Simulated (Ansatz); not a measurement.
**One shape, several levels: CH5GaO (SMILES C[O][GaH2])**

Wanted: a comparison of 6 runs (HF/cc-pVDZ, HSE06/cc-pVDZ, PBE/cc-pVDZ, PBE0/cc-pVDZ, r2SCAN/cc-pVDZ, revPBE/cc-pVDZ) of CH5GaO. 

The results are computed with Ansatz 0.2.0.

56 further runs of the same task are left out: 56 set aside as unsound or not needed.

## 1. The molecule

CH5GaO has 8 atoms, charge 0, and is taken as a singlet. SMILES: `C[O][GaH2]`. The C1–H4 distance was set to 1.425 Å, away from the relaxed value.

Bond lengths: C1–O2 1.402 Å, O2–Ga3 1.782 Å, C1–H5 1.099 Å, C1–H6 1.096 Å, Ga3–H7 1.565 Å, Ga3–H8 1.555 Å. Angles: C1–O2–Ga3 123.8°, O2–C1–H5 113.2°, O2–C1–H6 110.0°, O2–Ga3–H7 115.8°, O2–Ga3–H8 113.9°, H5–C1–H6 107.8°, H7–Ga3–H8 130.3°. A long bond or contact: C1–H4 1.425 Å.

## 2. A single-point energy at HF/cc-pVDZ (run 1)

File in.yaml:

```yaml
basis:
  gaussian:
    orbitals: cc-pVDZ
crystal:
  periodic: [false, false, false]
  atoms:
    - {symbol: C, position_ang: [-0.441795, 0.975780, -0.144614]}
    - {symbol: O, position_ang: [-0.530295, -0.270320, 0.491786]}
    - {symbol: Ga, position_ang: [0.878205, -1.298820, 0.857586]}
    - {symbol: H, position_ang: [-1.200200, 0.962000, -1.350600]}
    - {symbol: H, position_ang: [0.589205, 1.259380, -0.398314]}
    - {symbol: H, position_ang: [-0.855595, 1.757380, 0.502586]}
    - {symbol: H, position_ang: [2.268905, -0.729620, 0.421186]}
    - {symbol: H, position_ang: [0.516705, -2.633520, 1.568386]}
hamiltonian:
  xc: hf
accuracy: high
output:
  orbitals: {seedname: orbitals}
```

On the command line:

```bash
$ ansatz run in.yaml --threads 1 --pin off --max-ram 3480MiB --events-out events.jsonl --progress --plain --runs-dir runs
```

What it wrote:

```text
Warning: RAYON_NUM_THREADS=1 ignored (pool sized by the plan → 1); use --threads N
Functional definition: HF
  name "HF"
  exchange = exact_x
  correlation = 0
1866 factors; integrals over basis functions are off by at most 4.7e-9 eV
mean field evaluation 1: about -55476.4911 eV, gradient 3.2e1 eV
mean field evaluation 2: about -55476.5720 eV, gradient 3.2e1 eV
mean field evaluation 4: about -55479.0101 eV, gradient 2.8e0 eV
mean field evaluation 8: about -55479.0441 eV, gradient 1.3e-1 eV
mean field evaluation 16: about -55479.0442 eV, gradient 7.2e-9 eV
mean field -55479.04415918 eV, -2038.8172678029 hartree, gradient 7.2e-9 eV, S^2 0.000000; 0 other end points of the search recorded, 0 dependent functions left out
reference -55479.04415918 eV, -2038.8172678029 hartree; 25, 25 occupied and 55, 55 virtual orbitals, 1866 factors
Total energy: -55479.04415918 eV, -2038.8172678029 hartree
```

Run time: 3.3 s. Hardware: 1 thread of Arm Neoverse V1, shared host; peak memory 0.22 GiB.

## 3. A single-point energy at HSE06/cc-pVDZ (run 2)

File job.yaml:

```yaml
crystal:
  periodic: [false, false, false]
  atoms:
    - {symbol: C, position_ang: [-0.441795, 0.975780, -0.144614]}
    - {symbol: O, position_ang: [-0.530295, -0.270320, 0.491786]}
    - {symbol: Ga, position_ang: [0.878205, -1.298820, 0.857586]}
    - {symbol: H, position_ang: [-1.200200, 0.962000, -1.350600]}
    - {symbol: H, position_ang: [0.589205, 1.259380, -0.398314]}
    - {symbol: H, position_ang: [-0.855595, 1.757380, 0.502586]}
    - {symbol: H, position_ang: [2.268905, -0.729620, 0.421186]}
    - {symbol: H, position_ang: [0.516705, -2.633520, 1.568386]}
basis:
  gaussian: {orbitals: cc-pVDZ}
hamiltonian: {xc: {name: HSE06}}
accuracy: high
output: {orbitals: {seedname: orbitals}}
```

On the command line:

```bash
$ ansatz run job.yaml --threads 1 --pin off --max-ram 3480MiB --events-out events.jsonl --progress --plain --runs-dir runs
```

What it wrote:

```text
Warning: RAYON_NUM_THREADS=1 ignored (pool sized by the plan → 1); use --threads N
Functional definition: HSE06
  name "HSE06"
  parameter a = 0.25
  parameter omega = 0.11/bohr
  exchange = pbe_x - a*pbe_x_sr(omega) + a*exact_x_sr(omega)
  correlation = pbe_c
1866 factors; integrals over basis functions are off by at most 4.7e-9 eV
98 factors; integrals over basis functions are off by at most 1.9e-9 eV
mean field evaluation 1: about -55526.0567 eV, gradient 4.7e1 eV
mean field evaluation 2: about -55496.2243 eV, gradient 1.2e2 eV
mean field evaluation 4: about -55530.7363 eV, gradient 7.9e0 eV
mean field evaluation 8: about -55531.0042 eV, gradient 1.5e-1 eV
mean field evaluation 16: about -55531.0043 eV, gradient 6.2e-6 eV
mean field -55531.00430824 eV, -2040.7267680612 hartree, gradient 3.5e-8 eV, S^2 0.000000; 0 other end points of the search recorded, 0 dependent functions left out
reference -55531.00431210 eV, -2040.7267682031 hartree; 25, 25 occupied and 55, 55 virtual orbitals, 1866 factors
Total energy: -55531.00431210 eV, -2040.7267682031 hartree
```

Wall time 8.4 s (1 thread of Arm Neoverse V1, shared host); peak memory 0.28 GiB.

## 4. A single-point energy at PBE/cc-pVDZ (run 3)

File molecule.yaml:

```yaml
crystal:
  periodic: [false, false, false]
  atoms:
    - symbol: C
      position_ang: [-0.441795, 0.975780, -0.144614]
    - symbol: O
      position_ang: [-0.530295, -0.270320, 0.491786]
    - symbol: Ga
      position_ang: [0.878205, -1.298820, 0.857586]
    - symbol: H
      position_ang: [-1.200200, 0.962000, -1.350600]
    - symbol: H
      position_ang: [0.589205, 1.259380, -0.398314]
    - symbol: H
      position_ang: [-0.855595, 1.757380, 0.502586]
    - symbol: H
      position_ang: [2.268905, -0.729620, 0.421186]
    - symbol: H
      position_ang: [0.516705, -2.633520, 1.568386]
basis:
  gaussian: {orbitals: cc-pVDZ}
hamiltonian: {xc: {name: PBE}}
accuracy: high
output: {orbitals: {seedname: orbitals}}
```

On the command line:

```bash
$ ansatz run molecule.yaml --threads 1 --pin off --max-ram 3480MiB --events-out events.jsonl --progress --plain --runs-dir runs
```

What it wrote:

```text
Warning: RAYON_NUM_THREADS=1 ignored (pool sized by the plan → 1); use --threads N
Functional definition: PBE
  name "PBE"
  parameter kappa = 0.804
  parameter beta = 0.06672455060314922
  exchange = pbe_x(kappa = kappa, mu = beta*pi^2/3)
  correlation = pbe_c(beta = beta)
1866 factors; integrals over basis functions are off by at most 4.7e-9 eV
mean field evaluation 1: about -55522.6665 eV, gradient 5.7e1 eV
mean field evaluation 2: about -55447.0577 eV, gradient 1.7e2 eV
mean field evaluation 4: about -55529.2506 eV, gradient 1.8e1 eV
mean field evaluation 8: about -55529.8932 eV, gradient 7.6e-1 eV
mean field evaluation 16: about -55529.8946 eV, gradient 5.0e-5 eV
mean field -55529.89460147 eV, -2040.6859870894 hartree, gradient 1.5e-8 eV, S^2 0.000000; 0 other end points of the search recorded, 0 dependent functions left out
reference -55529.89460533 eV, -2040.6859872314 hartree; 25, 25 occupied and 55, 55 virtual orbitals, 1866 factors
Total energy: -55529.89460533 eV, -2040.6859872314 hartree
```

Run time: 6.9 s. Hardware: 1 thread of Arm Neoverse V1, shared host; peak memory 0.2 GiB.

Runs 4 to 5 aren't shown in full; the table further down has their settings and results.

## 5. A single-point energy at revPBE/cc-pVDZ (run 6)

File input.yaml:

```yaml
crystal:
  periodic: [false, false, false]
  atoms:
    - {symbol: C, position_ang: [-0.441795, 0.975780, -0.144614]}
    - {symbol: O, position_ang: [-0.530295, -0.270320, 0.491786]}
    - {symbol: Ga, position_ang: [0.878205, -1.298820, 0.857586]}
    - {symbol: H, position_ang: [-1.200200, 0.962000, -1.350600]}
    - {symbol: H, position_ang: [0.589205, 1.259380, -0.398314]}
    - {symbol: H, position_ang: [-0.855595, 1.757380, 0.502586]}
    - {symbol: H, position_ang: [2.268905, -0.729620, 0.421186]}
    - {symbol: H, position_ang: [0.516705, -2.633520, 1.568386]}
basis:
  gaussian: {orbitals: cc-pVDZ}
hamiltonian: {xc: {name: revPBE}}
accuracy: high
output: {orbitals: {seedname: orbitals}}
```

On the command line:

```bash
$ ansatz run input.yaml --threads 1 --pin off --max-ram 3480MiB --events-out events.jsonl --progress --plain --runs-dir runs
```

What it wrote:

```text
Warning: RAYON_NUM_THREADS=1 ignored (pool sized by the plan → 1); use --threads N
Functional definition: revPBE
  name "revPBE"
  parameter kappa = 1.245
[... 3 set-up lines as earlier in the session ...]
1866 factors; integrals over basis functions are off by at most 4.7e-9 eV
mean field evaluation 1: about -55529.9910 eV, gradient 5.5e1 eV
mean field evaluation 2: about -55458.3870 eV, gradient 1.7e2 eV
mean field evaluation 4: about -55536.3413 eV, gradient 1.7e1 eV
mean field evaluation 8: about -55536.9166 eV, gradient 7.2e-1 eV
mean field evaluation 16: about -55536.9179 eV, gradient 4.8e-5 eV
mean field -55536.91790784 eV, -2040.9440888380 hartree, gradient 5.1e-8 eV, S^2 0.000000; 0 other end points of the search recorded, 0 dependent functions left out
reference -55536.91791265 eV, -2040.9440890149 hartree; 25, 25 occupied and 55, 55 virtual orbitals, 1866 factors
Total energy: -55536.91791265 eV, -2040.9440890149 hartree
```

Run time: 6.9 s. Hardware: 1 thread of Arm Neoverse V1, shared host; peak memory 0.2 GiB.

## 6. Overview of the runs

```csv
run,level,energy (Eh),HOMO energy (eV),LUMO energy (eV),HOMO–LUMO gap (eV),wall time
1,HF/cc-pVDZ,-2038.817268,-10.91,1.46,12.37,3.3 s
2,HSE06/cc-pVDZ,-2040.726768,-7.14,-1.59,5.55,8.4 s
3,PBE/cc-pVDZ,-2040.685987,-6.21,-1.99,4.22,6.9 s
4,PBE0/cc-pVDZ,-2040.733385,-7.54,-1.22,6.32,8.4 s
5,r2SCAN/cc-pVDZ,-2041.043409,-6.48,-1.72,4.76,12 s
6,revPBE/cc-pVDZ,-2040.944089,-6.17,-1.90,4.27,6.9 s
```

## 7. Summary of results

```
            quantity           value
 run 6: total energy  -2040.94409 Eh
  run 6: HOMO energy        -6.17 eV
  run 6: LUMO energy        -1.90 eV
run 6: HOMO–LUMO gap         4.27 eV
```

In words: The HOMO–LUMO gap runs from 4.22 eV (PBE/cc-pVDZ) to 12.37 eV (HF/cc-pVDZ). Exact exchange widens orbital gaps. Totals of different functionals can't be ranked against each other. All runs together took 46 s, the longest 12 s.
